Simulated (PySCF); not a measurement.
**The bond of ZnPb, level by level**

An exercise on one series of results from a longer session: the logs are not shown, and one member is left open.

Method: Zn def2-SVP, Pb def2-SVP with ECP60, scalar-relativistic core potentials; program: PySCF 2.14.0.

Set-up of the first run:

A driver script around PySCF takes these settings:

| Quantity | Value |
| --- | --- |
| atoms | Zn, Pb |
| charge | 0 |
| basis | Zn def2-SVP, Pb def2-SVP with ECP60 |
| Hamiltonian | scalar-relativistic core potentials |
| basis functions | 57 |
| electrons treated | 52 |
| masses in u | 63.9291, 207.9766 |
| levels | PBE0, PBE, r²SCAN, r²SCAN0, LDA, B2PLYP, CAM-B3LYP, HF, MP2, SCS-MP2, CCSD, CCSD(T) |
| grid | 80 radial by 434 angular points |
| occupations | held fixed by the projection of orbital angular momentum |
| dissociation limit | Zn + Pb, each in its ground configuration |
| starting distance in angstrom | 2.585 |
| values of 2S to try | 0, 2 |

Run with:

```console
$ OMP_NUM_THREADS=1 python dia.py task.json out
```

Steps of the session up to this table: Set-up; The PBE0 curve of the state that the search chose; Higher solutions at PBE0; PBE (GGA); r²SCAN (meta-GGA); r²SCAN0 (hybrid meta-GGA); LDA; B2PLYP; CAM-B3LYP; ROHF (mean field); MP2 and coupled cluster.

One table of the session follows, with a row left open; its other results are not shown here.

It belongs to the step «The curves together». Energy (eV) from each level's lowest point:

| R (Å) | ROHF | ROHF-MP2 | ROHF-SCS-MP2 | ROHF-CCSD | ROHF-CCSD(T) |
| --- | --- | --- | --- | --- | --- |
| 2.337 | 0.875 | 0.515 | 0.594 | n/a | n/a |
| 2.446 | 0.525 | 0.234 | 0.294 | 0.315 | 0.290 |
| 2.555 | 0.301 | 0.081 | 0.123 | 0.135 | 0.118 |
| 2.636 | 0.191 | 0.024 | 0.051 | 0.059 | 0.047 |
| 2.718 | 0.115 | 0.000 | 0.014 | 0.017 | 0.011 |
| 2.800 | ? | ? | ? | ? | ? |
| 2.908 | 0.024 | 0.023 | 0.006 | 0.003 | 0.011 |
| 3.044 | 0.002 | 0.073 | 0.038 | 0.032 | 0.048 |
| 3.207 | 0.000 | 0.145 | 0.091 | 0.083 | 0.108 |
| 3.425 | 0.015 | 0.243 | 0.168 | n/a | n/a |

**Question.** Estimate the row for R (Å) = 2.800.

Worked estimate for «ROHF». A straight line through the neighbours (2.718, 0.115) and (2.908, 0.024) gives 0.115 + (0.024 − 0.115) × (2.800 − 2.718) / (2.908 − 2.718) = 0.076; a parabola fitted to 4 rows on both sides gives 0.066.

**Answer.** ROHF: 0.064; ROHF-MP2: 0.000; ROHF-SCS-MP2: 0.000; ROHF-CCSD: 0.000; ROHF-CCSD(T): 0.000. In «ROHF» the line misses by +0.012 and the parabola by +0.002.
